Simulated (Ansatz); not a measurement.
# CH₆NPSi: small, medium and large basis sets

One table from this session's results is given with a row withheld; the runs are named, their logs left out.

Computed with Ansatz 0.2.0, Gaussian basis. Level: one geometry, several basis sets.

Plan: PBE0-D4/def2-SVP; ωB97M-V/def2-SVP; PBE0-D4/def2-QZVPP; ωB97M-V/def2-QZVPP; the functionals' def2-TZVPP values are taken from earlier runs.

### Structure used throughout

The geometry comes from an earlier relaxation with PBE0-D4 in a triple-zeta def2 set; it is a stationary point, not always the lowest conformer.

SMILES `C=NP[SiH3]`, 10 atoms, charge 0, spin multiplicity 1.

Atoms are counted from 1 here; the program's logs count them from 0.

Bond lengths: C1–N2 1.261 Å, C1–H5 1.099 Å, C1–H6 1.092 Å, N2–P3 1.717 Å, P3–Si4 2.265 Å, P3–H7 1.417 Å, Si4–H8 1.487 Å, Si4–H9 1.488 Å, Si4–H10 1.487 Å. Angles: N2–C1–H5 124.8°, N2–C1–H6 118.9°, H5–C1–H6 116.3°, C1–N2–P3 123.9°, N2–P3–Si4 104.4°, N2–P3–H7 97.2°, Si4–P3–H7 94.3°, P3–Si4–H8 109.9°, P3–Si4–H9 112.0°, P3–Si4–H10 107.3°, H8–Si4–H9 108.5°, H8–Si4–H10 108.9°, H9–Si4–H10 110.2°.

Set-up of the first run:

Input file in.yaml:

```yaml
crystal:
  periodic: [false, false, false]
  atoms:
    - {symbol: C, position_ang: [-0.607815, 1.776341, 0.451081]}
    - {symbol: N, position_ang: [0.431556, 1.573562, -0.233779]}
    - {symbol: P, position_ang: [1.446145, 0.199723, -0.052960]}
    - {symbol: Si, position_ang: [0.021583, -1.561031, -0.069694]}
    - {symbol: H, position_ang: [-1.034345, 1.062945, 1.169540]}
    - {symbol: H, position_ang: [-1.138697, 2.723585, 0.337326]}
    - {symbol: H, position_ang: [1.802233, 0.062359, -1.417972]}
    - {symbol: H, position_ang: [-0.602007, -1.720484, 1.270549]}
    - {symbol: H, position_ang: [-1.059556, -1.392950, -1.077542]}
    - {symbol: H, position_ang: [0.824103, -2.775050, -0.373848]}
basis:
  gaussian: {orbitals: def2-SVP}
hamiltonian: {xc: pbe0, dispersion: d4}
output: {orbitals: {seedname: orbitals}}
```

Launch:

```console
$ ansatz run in.yaml --threads 2 --pin off --events-out ev --progress --plain --max-ram 4352MiB
```

Steps of the session up to this table: PBE0-D4 in def2-SVP; ωB97M-V in def2-SVP; PBE0-D4 in def2-QZVPP; ωB97M-V in def2-QZVPP.

One table of the session follows, with a row left open; its other results are not shown here.

It belongs to the step «Density functionals: the series». 

| functional | basis | HOMO (eV) |
| --- | --- | --- |
| PBE0-D4 | def2-SVP | -7.03 |
| PBE0-D4 | def2-TZVPP | -7.06 |
| PBE0-D4 | def2-QZVPP | -7.07 |
| ωB97M-V | def2-SVP | -9.05 |
| ωB97M-V | def2-TZVPP | -9.10 |
| ωB97M-V | def2-QZVPP | ? |

Estimate the missing values for ωB97M-V, def2-QZVPP.

As computed: HOMO (eV): -9.12. In the column «HOMO (eV)» it is the lowest.
